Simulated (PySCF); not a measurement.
# C₃H₅BCl radical: electronic structure in real space

Aim: take C₃H₅BCl radical and see where an electron leaves and enters, measure its response to a uniform field and analyse its density (charges, bond critical points, surface potential).

Program: PySCF 2.14.0. Level of theory: levels as typed in each script, gas phase, geometry from GFN2-xTB. These are calculated values, not measurements.

**1. Starting geometry**

SMILES `Cl[B]C1CC1`, 10 atoms, charge 0, spin multiplicity 2.

Bond lengths: Cl1–B2 1.685 Å, B2–C3 1.545 Å, C3–C4 1.521 Å, C3–C5 1.521 Å, C3–H6 1.091 Å, C4–C5 1.480 Å, C4–H7 1.079 Å, C4–H8 1.079 Å, C5–H9 1.079 Å, C5–H10 1.079 Å. Angles: Cl1–B2–C3 122.8°, B2–C3–C4 121.4°, B2–C3–C5 121.3°, B2–C3–H6 116.6°, C4–C3–C5 58.2°, C4–C3–H6 113.2°, C5–C3–H6 113.2°, C3–C4–C5 60.9°, C3–C4–H7 117.6°, C3–C4–H8 117.2°, C5–C4–H7 118.4°, C5–C4–H8 118.9°, H7–C4–H8 113.9°, C3–C5–C4 60.9°, C3–C5–H9 117.6°, C3–C5–H10 117.2°, C4–C5–H9 118.4°, C4–C5–H10 118.9° and more.

Coordinates:

```xyz
10
charge 0, multiplicity 2
Cl   -2.08735   -0.00006    0.04770
B    -0.51790   -0.00029   -0.56685
C     0.73579    0.00100    0.33645
C     2.00208    0.73991   -0.06717
C     2.00175   -0.74057   -0.06626
H     0.56220    0.00209    1.41317
H     2.00084    1.25206   -1.01681
H     2.53705    1.26208    0.71133
H     2.00028   -1.25388   -1.01528
H     2.53648   -1.26202    0.71287
```

**2. Removing and adding an electron (B3LYP/6-31g*)**

Input file input.py:

```python
import numpy as np
from pyscf import gto, scf, dft
from pyscf.scf import atom_ks, atom_hf
from scipy.linalg import block_diag

def solve(mol, dm0=None, hcore=None):
    mf = (dft.UKS if mol.spin else dft.RKS)(mol, xc='b3lyp')
    mf.grids.level = 3
    mf = mf.density_fit(auxbasis='def2-universal-jkfit')
    mf.conv_tol, mf.max_cycle = 1e-8, 80
    if hcore is not None:
        mf.get_hcore = lambda *args: hcore
    mf.kernel(dm0)
    if not mf.converged:
        mf = mf.newton().run(mf.mo_coeff, mf.mo_occ, max_cycle=30)
    assert mf.converged, 'SCF not converged'
    return mf

mol = gto.M(atom='''
Cl    -2.08735    -0.00006     0.04770
B     -0.51790    -0.00029    -0.56685
C      0.73579     0.00100     0.33645
C      2.00208     0.73991    -0.06717
C      2.00175    -0.74057    -0.06626
H      0.56220     0.00209     1.41317
H      2.00084     1.25206    -1.01681
H      2.53705     1.26208     0.71133
H      2.00028    -1.25388    -1.01528
H      2.53648    -1.26202     0.71287
''', basis='6-31g*', charge=0, spin=1, verbose=4)
mf = solve(mol)
out = dict(e0=mf.e_tot, dm0=mf.make_rdm1(), c=mf.mo_coeff, occ=mf.mo_occ, eps=mf.mo_energy)
for name, dq, spin in [('cation', 1, 0), ('anion', -1, 0)]:
    ion = mol.copy().set(charge=mol.charge + dq, spin=spin).build()
    mi = solve(ion)
    if spin and dq > 0 and mol.nao < 130:
        c, _, stable, _ = mi.stability(return_status=True)
        if not stable:
            mi = solve(ion, mi.make_rdm1(c, mi.mo_occ))
    print(name, 'vertical energy change / eV', (mi.e_tot - mf.e_tot) * 27.211386)
    out.update({'e_' + name: mi.e_tot, 'dm_' + name: mi.make_rdm1(), 's2_' + name: mi.spin_square()[0], 'eps_' + name: mi.mo_energy, 'occ_' + name: mi.mo_occ})
# spherically averaged free atoms, for the promolecule
atm = atom_ks.get_atm_nrks(mol, xc='b3lyp')
pro = block_diag(*[(atm[a[0]][2] * atm[a[0]][3]) @ atm[a[0]][2].T for a in mol._atom])
np.savez('result.npz', pro=pro, **out)
```

Launch:

```bash
$ OMP_NUM_THREADS=1 python input.py
```

**4. Response to an electric field (wB97X/def2-tzvp)**

Input file input.py:

```python
import numpy as np
from pyscf import gto, scf, dft
from pyscf.scf import atom_ks, atom_hf
from scipy.linalg import block_diag

def solve(mol, dm0=None, hcore=None):
    mf = (dft.UKS if mol.spin else dft.RKS)(mol, xc='wb97x')
    mf.grids.level = 3
    mf = mf.density_fit(auxbasis='def2-universal-jkfit')
    mf.conv_tol, mf.max_cycle = 1e-8, 80
    if hcore is not None:
        mf.get_hcore = lambda *args: hcore
    mf.kernel(dm0)
    if not mf.converged:
        mf = mf.newton().run(mf.mo_coeff, mf.mo_occ, max_cycle=30)
    assert mf.converged, 'SCF not converged'
    return mf

mol = gto.M(atom='''
Cl    -2.08735    -0.00006     0.04770
B     -0.51790    -0.00029    -0.56685
C      0.73579     0.00100     0.33645
C      2.00208     0.73991    -0.06717
C      2.00175    -0.74057    -0.06626
H      0.56220     0.00209     1.41317
H      2.00084     1.25206    -1.01681
H      2.53705     1.26208     0.71133
H      2.00028    -1.25388    -1.01528
H      2.53648    -1.26202     0.71287
''', basis='def2-tzvp', charge=0, spin=1, verbose=4)
field = np.array([0.0, 0.008, 0.0])  # atomic units
mol.set_common_orig(mol.atom_charges() @ mol.atom_coords() / mol.atom_charges().sum())
mf = solve(mol)
out = dict(dm0=mf.make_rdm1(), d0=mf.dip_moment(unit='AU'), e0=mf.e_tot)
for name, sign in (('p', 1), ('m', -1)):
    h = mf.get_hcore() + sign * np.einsum('x,xij->ij', field, mol.intor('int1e_r'))
    mi = solve(mol, mf.make_rdm1(), h)
    out.update({'dm' + name: mi.make_rdm1(), 'd' + name: mi.dip_moment(unit='AU'), 'e' + name: mi.e_tot})
# spherically averaged free atoms, for the promolecule
atm = atom_ks.get_atm_nrks(mol, xc='wb97x')
pro = block_diag(*[(atm[a[0]][2] * atm[a[0]][3]) @ atm[a[0]][2].T for a in mol._atom])
np.savez('result.npz', pro=pro, **out)
```

**6. Density, bond paths and surface potential (wB97X/def2-svpd)**

Input file input.py:

```python
import numpy as np
from pyscf import gto, scf, dft
from pyscf.scf import atom_ks, atom_hf
from scipy.linalg import block_diag

def solve(mol, dm0=None, hcore=None):
    mf = (dft.UKS if mol.spin else dft.RKS)(mol, xc='wb97x')
    mf.grids.level = 3
    mf = mf.density_fit(auxbasis='def2-universal-jkfit')
    mf.conv_tol, mf.max_cycle = 1e-8, 80
    if hcore is not None:
        mf.get_hcore = lambda *args: hcore
    mf.kernel(dm0)
    if not mf.converged:
        mf = mf.newton().run(mf.mo_coeff, mf.mo_occ, max_cycle=30)
    assert mf.converged, 'SCF not converged'
    return mf

mol = gto.M(atom='''
Cl    -2.08735    -0.00006     0.04770
B     -0.51790    -0.00029    -0.56685
C      0.73579     0.00100     0.33645
C      2.00208     0.73991    -0.06717
C      2.00175    -0.74057    -0.06626
H      0.56220     0.00209     1.41317
H      2.00084     1.25206    -1.01681
H      2.53705     1.26208     0.71133
H      2.00028    -1.25388    -1.01528
H      2.53648    -1.26202     0.71287
''', basis='def2-svpd', charge=0, spin=1, verbose=4)
mf = solve(mol)
mf.analyze()
# spherically averaged free atoms, for the promolecule
atm = atom_ks.get_atm_nrks(mol, xc='wb97x')
pro = block_diag(*[(atm[a[0]][2] * atm[a[0]][3]) @ atm[a[0]][2].T for a in mol._atom])
np.savez('result.npz', e=mf.e_tot, c=mf.mo_coeff, occ=mf.mo_occ, eps=mf.mo_energy, pro=pro, dip=mf.dip_moment(verbose=0), s2=mf.spin_square()[0])
```

(Steps that only read results are left out.)

What does the calculation give? Wanted: vertical ionisation energy; vertical electron affinity; polarisability along the field; dipole moment; HOMO, LUMO.

As calculated:

| quantity | value |
| --- | --- |
| vertical ionisation energy (B3LYP/6-31g*) | 7.75 eV |
| vertical electron affinity (B3LYP/6-31g*) | -1.03 eV |
| polarisability along the field (wB97X/def2-tzvp) | 52.6 bohr³ |
| dipole moment (wB97X/def2-svpd) | 1.65 D |
| HOMO, LUMO (wB97X/def2-svpd) | -8.00, -0.15 eV |

What this shows: The ionisation energy from two SCF runs, 7.75 eV, lies 2.6 eV above −ε(HOMO) = 5.17 eV of the same level, B3LYP/6-31g*, since self-interaction lifts this functional's HOMO. At wB97X/def2-svpd: The highest Hirshfeld charge is on B2 (+0.08 e), the lowest on C3 (−0.13 e). The geometry was not optimised at these levels.
